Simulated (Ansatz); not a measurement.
Run this with Ansatz's Python interface and show what comes out.

`c2h7als2.py`
```python
# -*- coding: utf-8 -*-
"""Run C2H7AlS2 from an input written out key by key."""

import ansatz as az
import numpy as np


def main():
    deck = {
        "crystal": {
            "periodic": [False, False, False],
            "atoms": [
                {"symbol": "C", "position_ang": [-2.726, 0.5253, -0.1918]},
                {"symbol": "S", "position_ang": [-1.3845, 1.1049, 0.8908]},
                {"symbol": "Al", "position_ang": [-0.0622, -0.7131, 0.544]},
                {"symbol": "S", "position_ang": [1.4179, -0.7218, -1.1831]},
                {"symbol": "C", "position_ang": [2.7736, 0.0205, -0.2247]},
                {"symbol": "H", "position_ang": [-2.3533, 0.3988, -1.2298]},
                {"symbol": "H", "position_ang": [-3.5386, 1.2803, -0.1944]},
                {"symbol": "H", "position_ang": [-3.1338, -0.4364, 0.1839]},
                {"symbol": "H", "position_ang": [-0.1726, -1.9794, 1.5101]},
                {"symbol": "H", "position_ang": [3.0405, -0.6331, 0.632]},
                {"symbol": "H", "position_ang": [3.6615, 0.1288, -0.8806]},
                {"symbol": "H", "position_ang": [2.4775, 1.0252, 0.1434]},
            ],
        },
        "basis": {"gaussian": {"orbitals": "cc-pVDZ"}},
        "hamiltonian": {"xc": "hf"},
        "output": {"forces": True},
        "accuracy": "medium",
        "scf": {"lower_state_search": "light"},
    }
    session = az.Session.from_dict(deck)
    summary = session.plan(threads=1).execute().report

    print(f"E = {summary['free_energy_ev']:.6f} eV = {summary['free_energy_ev'] / 27.211386246:.7f} Ha")
    print("converged:", summary["converged"], " doubts:", summary["published_state_doubts"] or "none")
    symbols = ["C", "S", "Al", "S", "C", "H", "H", "H", "H", "H", "H", "H"]
    state = summary["mean_field"]["state"]
    print(f"mean field: {state['energy']['hartree']:.7f} Ha, <S^2> = {abs(state['spin_squared']):.4f}, stability: {state.get('stability', {}).get('kind')}")

    print("forces (eV/A)")
    for symbol, f in zip(symbols, summary["forces_ev_ang"]):
        print(f"  {symbol:2s} {f[0]:9.4f} {f[1]:9.4f} {f[2]:9.4f}")
    charges = summary["charge_distribution"]
    print("dipole moment", round(4.803205 * float(np.linalg.norm(charges["dipole_moment_e_ang"])), 3), "D")
    print("Mulliken:", [(s, round(q, 3)) for s, q in zip(symbols, charges["mulliken_charges_e"])])


if __name__ == "__main__":
    main()
```

`python c2h7als2.py` gives:
```text
E = -30390.968931 eV = -1116.8475085 Ha
converged: True  doubts: none
mean field: -1116.8475085 Ha, <S^2> = 0.0000, stability: minimum
forces (eV/A)
  C    -0.7238   -0.4426   -0.7097
  S     0.7294   -0.2885    0.2920
  Al    0.0191    0.2207   -0.1678
  S    -0.7784   -0.2749    0.1366
  C     0.7269    0.4911    0.6781
  H    -0.4207    0.0908    0.5796
  H     0.5731   -0.4848    0.0359
  H     0.0768    0.6304   -0.3434
  H     0.0205    0.2363   -0.1802
  H     0.0218    0.5012   -0.5201
  H    -0.6233   -0.0973    0.4069
  H     0.3787   -0.5823   -0.2079
dipole moment 0.656 D
Mulliken: [('C', -0.186), ('S', -0.315), ('Al', 0.678), ('S', -0.315), ('C', -0.186), ('H', 0.077), ('H', 0.089), ('H', 0.072), ('H', -0.152), ('H', 0.072), ('H', 0.089), ('H', 0.077)]
```

Caveats:
- The settings weren't tested for convergence.
- The geometry is a force-field or estimated start, not a minimum of this method, and the basis set is short of its limit.
- It ran for 3.4 s on 1 thread of Arm Neoverse V1, on a shared host, peak memory 0.29 GiB.

(A comment or docstring line of the script was reworded after the run, the code is as it ran; lines on the test bed's own set-up are left out of the output.)
